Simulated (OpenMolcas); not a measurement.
# I³⁺: CASSCF and CASPT2 terms and fine-structure levels

Which level of I³⁺ lies lowest, and where do the others fall? The reference wave functions come first, then spin-orbit coupling, then second-order correlation under several settings.

Program: OpenMolcas 26.06. Level of theory: state-averaged CASSCF and CASPT2, spin-orbit coupling by RASSI with atomic mean-field integrals. These are calculated values, not measurements, unless marked.

## (1) The system

- Species: I³⁺ (iodine, Z = 53, 50 electrons)
- Basis: ANO-RCC-VTZP [7s6p4d2f1g], 68 functions
- Scalar Hamiltonian: DKH4, point nucleus
- Inactive shells: 1s 2s 2p 3s 3p 3d 4s 4p 4d
- Active space: 4 electrons in 4 orbitals (5s 5p)
- Some configurations of this space: 5p⁴, 5s 5p³, 5s² 5p²
- Orbitals: optimised for the highest spin of each parity, averaged over the low roots

The outer shells:

5p4
```
5p [↑↓][↑ ][↑ ]
```

5s 5p3
```
5s [↑ ]
5p [↑ ][↑ ][↑ ]
```

5s2 5p2
```
5s [↑↓]
5p [↑ ][↑ ][  ]
```

Each step is its own input file, run in one work folder so that later steps find the files of earlier ones. Labels, J, g values, rates, χT and fits are worked out afterwards by a script from the matrices that RASSI stores.

## (2) One- and two-electron integrals

Input file a.inp:

```
&GATEWAY
Coord
1

I 0.0 0.0 0.0
Basis=ANO-RCC-VTZP
Group=XYZ
NoMove
AngMom=0.0 0.0 0.0
AMFI
&SEWARD
Relativistic=R04O02
```

On the command line:

```bash
$ OMP_NUM_THREADS=1 MOLCAS_MEM=2252 MOLCAS_PROJECT=a pymolcas a.inp > a.log
```

## (3) CASSCF: triplets of even parity, 3 roots

Input file a.inp:

```
&RASSCF
FileOrb=start.orb
Symmetry=1
Spin=3
nActEl=4 0 0
Inactive=14 9
Ras2=1 3
CIRoot=3 3 1
SDav=6
CIMx=300
Iter=120 100
PrWF=0.3
OrbListing=Nothing
MaxOrb=0
Atom
>>> COPY $Project.JobIph JOB001
```

start.orb holds the contracted functions of the basis, ordered by shell, or the orbitals of the step before.

## (4) CASSCF: singlets of even parity, 12 roots

Input file a.inp:

```
&RASSCF
FileOrb=start.orb
Symmetry=1
Spin=1
nActEl=4 0 0
Inactive=14 9
Ras2=1 3
CIRoot=12 12 1
SDav=12
CIMx=300
Iter=120 100
PrWF=0.3
OrbListing=Nothing
MaxOrb=0
Atom
CIOnly
>>> COPY $Project.JobIph JOB002
```

## (5) CASSCF: quintets of odd parity, 1 root

Input file a.inp:

```
&RASSCF
FileOrb=start.orb
Symmetry=2
Spin=5
nActEl=4 0 0
Inactive=14 9
Ras2=1 3
CIRoot=1 1 1
SDav=1
CIMx=300
Iter=120 100
PrWF=0.3
OrbListing=Nothing
MaxOrb=0
Atom
>>> COPY $Project.JobIph JOB003
```

## (6) Reference wave functions, triplets of odd parity, 9 roots

Input file a.inp:

```
&RASSCF
FileOrb=start.orb
Symmetry=2
Spin=3
nActEl=4 0 0
Inactive=14 9
Ras2=1 3
CIRoot=9 9 1
SDav=9
CIMx=300
Iter=120 100
PrWF=0.3
OrbListing=Nothing
MaxOrb=0
Atom
CIOnly
>>> COPY $Project.JobIph JOB004
```

## (7) Reference wave functions, singlets of odd parity, 8 roots

Input file a.inp:

```
&RASSCF
FileOrb=start.orb
Symmetry=2
Spin=1
nActEl=4 0 0
Inactive=14 9
Ras2=1 3
CIRoot=8 8 1
SDav=8
CIMx=300
Iter=120 100
PrWF=0.3
OrbListing=Nothing
MaxOrb=0
Atom
CIOnly
>>> COPY $Project.JobIph JOB005
```

## (8) RASSI: spin-orbit coupling between the states

Input file a.inp:

```
&RASSI
NrOfJobIphs=4 3 6 1 8
1 2 3
1 2 3 4 5 6
1
1 2 3 4 5 6 7 8
IphNames
JOB001
JOB002
JOB003
JOB004
EJob
SpinOrbit
DIPRint=1.0
SOCoupling=1000.0
Subsets=2
MEES
Property=10
'ANGMOM' 1 'ANGMOM' 2 'ANGMOM' 3 'MLTPL  1' 1 'MLTPL  1' 2 'MLTPL  1' 3
'AMFI' 1 'AMFI' 2 'AMFI' 3 'MLTPL  2' 6
SOProperty=3
'ANGMOM' 1 'ANGMOM' 2 'ANGMOM' 3
```

## (9) CASPT2: IPEA 0.5, real shift 0.3 (closed shells correlated: 4d)

Input file a.inp:

```
>>> COPY JOB001 $Project.JobIph
&CASPT2
Multistate=3 1 2 3
Frozen=9 9
IPEA=0.5
Shift=0.3
MaxIter=60
WThr=0.0 0.3 0.05
PrWF=0.5
NoMix
>>> COPY JOB002 $Project.JobIph
&CASPT2
Multistate=6 1 2 3 4 5 6
Frozen=9 9
IPEA=0.5
Shift=0.3
MaxIter=60
WThr=0.0 0.3 0.05
PrWF=0.5
NoMix
>>> COPY JOB003 $Project.JobIph
&CASPT2
Multistate=1 1
Frozen=9 9
IPEA=0.5
Shift=0.3
MaxIter=60
WThr=0.0 0.3 0.05
PrWF=0.5
NoMix
>>> COPY JOB004 $Project.JobIph
&CASPT2
Multistate=8 1 2 3 4 5 6 7 8
Frozen=9 9
IPEA=0.5
Shift=0.3
MaxIter=60
WThr=0.0 0.3 0.05
PrWF=0.5
NoMix
```

## (10) CASPT2: IPEA 0.15, real shift 0.25 (closed shells correlated: 4d)

Edit a.inp of step 9 so:

```diff
@@ -4,4 +4,4 @@
 Frozen=9 9
-IPEA=0.5
-Shift=0.3
+IPEA=0.15
+Shift=0.25
 MaxIter=60
@@ -14,4 +14,4 @@
 Frozen=9 9
-IPEA=0.5
-Shift=0.3
+IPEA=0.15
+Shift=0.25
 MaxIter=60
@@ -24,4 +24,4 @@
 Frozen=9 9
-IPEA=0.5
-Shift=0.3
+IPEA=0.15
+Shift=0.25
 MaxIter=60
@@ -34,4 +34,4 @@
 Frozen=9 9
-IPEA=0.5
-Shift=0.3
+IPEA=0.15
+Shift=0.25
 MaxIter=60
```

## (11) CASPT2: IPEA 0.15 (closed shells correlated: 4d)

Edit a.inp of step 10 so:

```diff
@@ -3,5 +3,5 @@
 Multistate=3 1 2 3
+NoMult
 Frozen=9 9
 IPEA=0.15
-Shift=0.25
 MaxIter=60
@@ -13,5 +13,5 @@
 Multistate=6 1 2 3 4 5 6
+NoMult
 Frozen=9 9
 IPEA=0.15
-Shift=0.25
 MaxIter=60
@@ -25,3 +25,2 @@
 IPEA=0.15
-Shift=0.25
 MaxIter=60
@@ -33,5 +32,5 @@
 Multistate=8 1 2 3 4 5 6 7 8
+NoMult
 Frozen=9 9
 IPEA=0.15
-Shift=0.25
 MaxIter=60
```

(Steps that only read results are left out.)

**Question.** What will these runs give? Wanted: lowest level; first excited level; lowest level of another term; spin-orbit lowering of the lowest level; strongest of the lines computed, by gA, at CASSCF energies.

**Answer**, as computed:

| quantity | value |
| --- | --- |
| method | SS-CASPT2, IPEA 0.5, real shift 0.3 (closed shells correlated: 4d) |
| lowest level | 5s² 5p² ³P₀, 93 % of that term |
| ground level listed by NIST | 3P0 |
| first excited level | 5s² 5p² ³P₁ at 6010 cm⁻¹ |
| lowest level of another term | 5s² 5p² ¹D₂ at 20640 cm⁻¹ |
| spin-orbit lowering of the lowest level | 9329 cm⁻¹ |
| strongest of the lines computed, by gA, at CASSCF energies | 5s 5p³ ³D°₃ → 5s² 5p² ³P₂, 104.6 nm, A = 1.50e+09 s⁻¹ |

Cost and accuracy by method:

| method | time of its own steps | time with the reference | mean absolute difference from method B (cm-1) |
| --- | --- | --- | --- |
| A. CASSCF | 11 s | 11 s | 3300 |
| B. SS-CASPT2, IPEA 0.5, real shift 0.3, +4d | 3.2 s | 14 s | 0 |
| C. SS-CASPT2, IPEA 0.15, real shift 0.25, +4d | 3.2 s | 14 s | 1000 |
| D. SS-CASPT2, IPEA 0.15, +4d | 3.1 s | 14 s | 1600 |

Times are of one thread on a shared host.

What this shows: The multiplet ³P is regular; its intervals divided by the larger J differ by 102 % of their mean, where Landé's rule for pure LS coupling makes them equal. Second-order correlation (method B) scales the levels of the lowest configuration above 5000 cm⁻¹ by 0.88 to 1.01. Only the configurations of the active space and the roots asked for are present. The singlets, triplets rest on orbitals optimised for another spin in at least one step, which raises them against the optimised states. Not all states of the active space went into the spin-orbit step. CASPT2 does not keep the components of a term degenerate, and the means are used. No d shell is active. Only valence configurations of the active space appear, up to the ionisation limit; * or ° marks odd parity.
